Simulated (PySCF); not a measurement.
# How the numerical set-up moves the result for NaGe⁺

Which parts of the numerical set-up matter for NaGe⁺? Each run edits the base script.

Computed with PySCF 2.14.0. Level: each script names its method and basis.

1 further run of the same task is left out (it didn't finish).

## Step 1: The system as given

NaGe⁺: 2 atoms, charge 1, spin multiplicity 1.

Bond lengths: Na1–Ge2 2.551 Å.

## Step 2: The base run

Input file input.py:

```python
from pyscf import gto, scf

mol = gto.M(
    atom='Na 0 0 0; Ge 0 0 2.551',
    basis='6-31g',
    charge=1,
    spin=0,
    verbose=4,
)
mf = scf.RHF(mol)
mf = mf.density_fit(auxbasis='def2-universal-jkfit')
mf.kernel()
mf.stability(internal=True, external=True)
mf.dip_moment()
print('orbital energies (hartree):', mf.mo_energy[..., max(0, mol.nelec[1]-3):mol.nelec[0]+3].round(4))
```

On the command line:

```
python input.py
```

The log of this run is left out.

Base result: E(SCF) = -2236.604715 Eh, 9 cycles, internal stable; real -> complex unstable; RHF/RKS -> UHF/UKS unstable.

The bond length is a typed value, not an optimised one. The dipole of an ion depends on the origin.

## Step 3: Crenbl (core potential on)

Variant 1 changes basis set: 6-31g → crenbl; core potential: off → on. The core potential changes with it: totals don't compare.

Input file input.py:

```python
from pyscf import gto, scf

mol = gto.M(
    atom='Na 0 0 0; Ge 0 0 2.551',
    basis='crenbl',
    ecp={'Na': 'crenbl', 'Ge': 'crenbl'},
    charge=1,
    spin=0,
    verbose=4,
)
mf = scf.RHF(mol)
mf = mf.density_fit(auxbasis='def2-universal-jkfit')
mf.kernel()
mf.stability(internal=True, external=True)
mf.dip_moment()
print('orbital energies (hartree):', mf.mo_energy[..., max(0, mol.nelec[1]-3):mol.nelec[0]+3].round(4))
```

On the command line:

```
python input.py
```

## Step 4: Spin-free X2C on

Variant 2 changes spin-free X2C: off → on.

input.py, as its differences from that of step 2:

```diff
@@ -10,2 +10,3 @@
 mf = scf.RHF(mol)
+mf = mf.sfx2c1e()
 mf = mf.density_fit(auxbasis='def2-universal-jkfit')
```

## Step 5: Cartesian functions on

Variant 3 changes Cartesian functions: off → on.

input.py, as its differences from that of step 2:

```diff
@@ -7,2 +7,3 @@
     spin=0,
+    cart=True,
     verbose=4,
```

## Step 6: Pcseg-1

Variant 4 changes basis set: 6-31g → pcseg-1.

input.py, as its differences from that of step 2:

```diff
@@ -4,3 +4,3 @@
     atom='Na 0 0 0; Ge 0 0 2.551',
-    basis='6-31g',
+    basis='pcseg-1',
     charge=1,
```

**Question.** What will these runs give? Wanted: for each run, E(SCF); from base; gap; after the SCF.

The runs gave:

| run | E(SCF) (hartree) | from base (eV) | cycles | gap (eV) | functions | after the SCF |
| --- | --- | --- | --- | --- | --- | --- |
| base | -2236.604715 | 0 | 9 | 6.92 | 40 | unstable: real -> complex, RHF/RKS -> UHF/UKS |
| crenbl (core potential on) | -140.922859 | not comparable | 9 | 6.97 | 50 | unstable: real -> complex, RHF/RKS -> UHF/UKS |
| spin-free X2C on | -2253.939219 | -471.6959 | 9 | 6.95 | 40 | unstable: real -> complex, RHF/RKS -> UHF/UKS |
| Cartesian functions on | -2236.606547 | -0.0499 | 9 | 6.93 | 42 | unstable: real -> complex, RHF/RKS -> UHF/UKS |
| pcseg-1 | -2236.657237 | -1.4292 | 8 | 7.07 | 37 | unstable: real -> complex, RHF/RKS -> UHF/UKS |

In words: The largest comparable shift of the SCF energy, -471.696 eV, comes with the run “spin-free X2C on”. Scalar relativity lowers the total energy by 471.70 eV, nearly all of it in the inner shells; a basis contracted without relativity catches only part of it. pcseg-1 (37 functions) gives an energy 1.43 eV lower than 6-31g (40); size alone doesn't order basis sets of different families.
